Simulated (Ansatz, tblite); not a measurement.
**[5.6]paracyclophane (C₂₃H₃₀): rung by rung**

How do method and basis change the picture of [5.6]paracyclophane (C₂₃H₃₀) (singlet)?

Method: as each input shows; program: Ansatz 0.2.0, Gaussian basis.

Levels to be run: GFN1-xTB, GFN2-xTB, PBE-D4/def2-TZVP, r2SCAN-D4/def2-TZVP, BHLYP-D4/def2-TZVP, LC-ωPBE/def2-TZVP, PBE-D4/def2-SVP, PBE0-D4/def2-SVP, HF/STO-3G, HF/6-31G, B3LYP-D4/6-31G, MP2/def2-SVP, RPA/def2-SVP.

## 1. The structure

The singlet was relaxed beforehand with PBE-D4/def2-SVP.

SMILES `c1cc2ccc1CCCCCCc1ccc(cc1)CCCCC2`, 53 atoms, charge 0, spin multiplicity 1.

Bond lengths: C1–C2 1.402 Å, C1–C6 1.408 Å, C1–H24 1.102 Å, C2–C3 1.408 Å, C2–H25 1.102 Å, C3–C4 1.410 Å, C3–C23 1.514 Å, C4–C5 1.400 Å, C4–H26 1.102 Å, C5–C6 1.410 Å, C5–H27 1.103 Å, C6–C7 1.511 Å, C7–C8 1.542 Å, C7–H28 1.112 Å, C7–H29 1.110 Å, C8–C9 1.534 Å, C8–H30 1.113 Å, C8–H31 1.112 Å and more. Angles: C2–C1–C6 121.1°, C2–C1–H24 119.5°, C6–C1–H24 119.4°, C1–C2–C3 121.3°, C1–C2–H25 119.5°, C3–C2–H25 119.2°, C2–C3–C4 117.6°, C2–C3–C23 121.2°, C4–C3–C23 121.1°, C3–C4–C5 121.1°, C3–C4–H26 119.6°, C5–C4–H26 119.3°, C4–C5–C6 121.3°, C4–C5–H27 119.5°, C6–C5–H27 119.2°, C1–C6–C5 117.6°, C1–C6–C7 121.5°, C5–C6–C7 120.9° and more.

PBE0-D4/def2-TZVP was run before; its log isn't repeated, and its numbers join the tables.

## 2. GFN1-xTB

Tight binding, by tblite at 300 K electronic temperature and without a spin-polarisation term:

```python
tblite.interface.Calculator('GFN1-xTB', numbers, positions, charge=0, uhf=0).singlepoint()
```

Energy -1764.3550 eV, HOMO -11.36 eV, LUMO -7.05 eV; 0.084 s.

## 3. GFN2-xTB

Tight binding, by tblite at 300 K electronic temperature and without a spin-polarisation term:

```python
tblite.interface.Calculator('GFN2-xTB', numbers, positions, charge=0, uhf=0).singlepoint()
```

Energy -1756.7672 eV, HOMO -10.25 eV, LUMO -5.89 eV; 0.061 s.

## 4. PBE-D4/def2-TZVP

start.molden holds the orbitals of an earlier run on this state, given as this run's starting guess.

Input file in.yaml:

```yaml
crystal:
  periodic: [false, false, false]
  atoms:
    - {symbol: C, position_ang: [-2.354344, 0.471323, 1.127480]}
    - {symbol: C, position_ang: [-1.858251, 1.782735, 1.116835]}
    - {symbol: C, position_ang: [-1.837829, 2.547684, -0.064767]}
    - {symbol: C, position_ang: [-2.325926, 1.944771, -1.242083]}
    - {symbol: C, position_ang: [-2.813710, 0.632315, -1.233599]}
    - {symbol: C, position_ang: [-2.840597, -0.131049, -0.048459]}
    - {symbol: C, position_ang: [-3.354630, -1.552261, -0.053053]}
    - {symbol: C, position_ang: [-2.275905, -2.626492, -0.300597]}
    - {symbol: C, position_ang: [-1.219983, -2.736342, 0.806530]}
    - {symbol: C, position_ang: [-0.358758, -4.005045, 0.709338]}
    - {symbol: C, position_ang: [0.647212, -4.073004, -0.456571]}
    - {symbol: C, position_ang: [2.060914, -3.537419, -0.143920]}
    - {symbol: C, position_ang: [2.206240, -2.042126, 0.037543]}
    - {symbol: C, position_ang: [2.458332, -1.206191, -1.068766]}
    - {symbol: C, position_ang: [2.679009, 0.168171, -0.907307]}
    - {symbol: C, position_ang: [2.646193, 0.767707, 0.367788]}
    - {symbol: C, position_ang: [2.352100, -0.060481, 1.469403]}
    - {symbol: C, position_ang: [2.143476, -1.437735, 1.309390]}
    - {symbol: C, position_ang: [2.923889, 2.243725, 0.553559]}
    - {symbol: C, position_ang: [1.679217, 3.148768, 0.464115]}
    - {symbol: C, position_ang: [1.023261, 3.168965, -0.918898]}
    - {symbol: C, position_ang: [-0.128746, 4.171408, -1.063422]}
    - {symbol: C, position_ang: [-1.294049, 3.960262, -0.076342]}
    - {symbol: H, position_ang: [-2.372584, -0.094420, 2.072473]}
    - {symbol: H, position_ang: [-1.485624, 2.230120, 2.052875]}
    - {symbol: H, position_ang: [-2.330850, 2.516579, -2.184156]}
    - {symbol: H, position_ang: [-3.197386, 0.189347, -2.167542]}
    - {symbol: H, position_ang: [-3.851391, -1.766211, 0.918465]}
    - {symbol: H, position_ang: [-4.138452, -1.651014, -0.833262]}
    - {symbol: H, position_ang: [-2.789514, -3.608594, -0.406429]}
    - {symbol: H, position_ang: [-1.787455, -2.430142, -1.280277]}
    - {symbol: H, position_ang: [-0.579153, -1.829555, 0.814794]}
    - {symbol: H, position_ang: [-1.743081, -2.747766, 1.789303]}
    - {symbol: H, position_ang: [0.194756, -4.149571, 1.664014]}
    - {symbol: H, position_ang: [-1.047079, -4.876789, 0.638711]}
    - {symbol: H, position_ang: [0.766248, -5.135081, -0.760753]}
    - {symbol: H, position_ang: [0.241622, -3.552621, -1.351773]}
    - {symbol: H, position_ang: [2.432343, -4.050171, 0.770097]}
    - {symbol: H, position_ang: [2.736904, -3.852592, -0.967160]}
    - {symbol: H, position_ang: [2.517607, -1.649337, -2.076445]}
    - {symbol: H, position_ang: [2.911756, 0.787467, -1.788296]}
    - {symbol: H, position_ang: [2.317118, 0.378969, 2.479797]}
    - {symbol: H, position_ang: [1.954638, -2.063980, 2.196239]}
    - {symbol: H, position_ang: [3.662558, 2.574487, -0.209059]}
    - {symbol: H, position_ang: [3.406512, 2.397470, 1.541714]}
    - {symbol: H, position_ang: [1.974200, 4.183944, 0.748619]}
    - {symbol: H, position_ang: [0.942607, 2.815733, 1.226807]}
    - {symbol: H, position_ang: [0.653256, 2.149868, -1.163422]}
    - {symbol: H, position_ang: [1.797229, 3.403971, -1.683677]}
    - {symbol: H, position_ang: [0.254308, 5.208771, -0.939018]}
    - {symbol: H, position_ang: [-0.515977, 4.119026, -2.104210]}
    - {symbol: H, position_ang: [-0.973445, 4.229824, 0.951521]}
    - {symbol: H, position_ang: [-2.108756, 4.672582, -0.334148]}
basis:
  gaussian: {orbitals: def2-TZVP, fitting: {mean_field: def2-universal-jkfit}, initial_orbitals: start.molden}
hamiltonian: {xc: pbe, dispersion: d4}
scf: {omitted_lower_state_checks: [starts]}
output: {forces: true, orbitals: {seedname: orbitals}}
```

On the command line:

```
ansatz run in.yaml --threads 4 --pin off --events-out ev --progress --plain --max-ram 46080MiB --backend cuda --devices 0, --max-vram 37GiB
```

Further steps of the session: r2SCAN-D4/def2-TZVP; BHLYP-D4/def2-TZVP; LC-ωPBE/def2-TZVP; PBE-D4/def2-SVP; PBE0-D4/def2-SVP; HF/STO-3G; HF/6-31G; B3LYP-D4/6-31G; MP2/def2-SVP; RPA/def2-SVP.

Q: Predict the results of all the runs planned. Wanted: gap in def2-TZVP, named functionals, smallest and largest; correlation energy, MP2/def2-SVP; binding an atom, functionals in def2-TZVP; PBE0 total energy, smallest basis above largest.

As calculated:

| quantity | value |
| --- | --- |
| gap in def2-TZVP, named functionals, smallest and largest | 4.49 eV (PBE-D4), 10.80 eV (LC-ωPBE) |
| correlation energy, MP2/def2-SVP | -85.61 eV |
| binding an atom, functionals in def2-TZVP | 4.56 (BHLYP-D4) to 4.83 eV (PBE-D4) |
| PBE0 total energy, smallest basis above largest | 24.90 eV (def2-SVP, def2-TZVP) |

In words: Over the named functionals in def2-TZVP the gap runs from 4.49 eV (PBE-D4) to 10.80 eV (LC-ωPBE); exact exchange widens it.
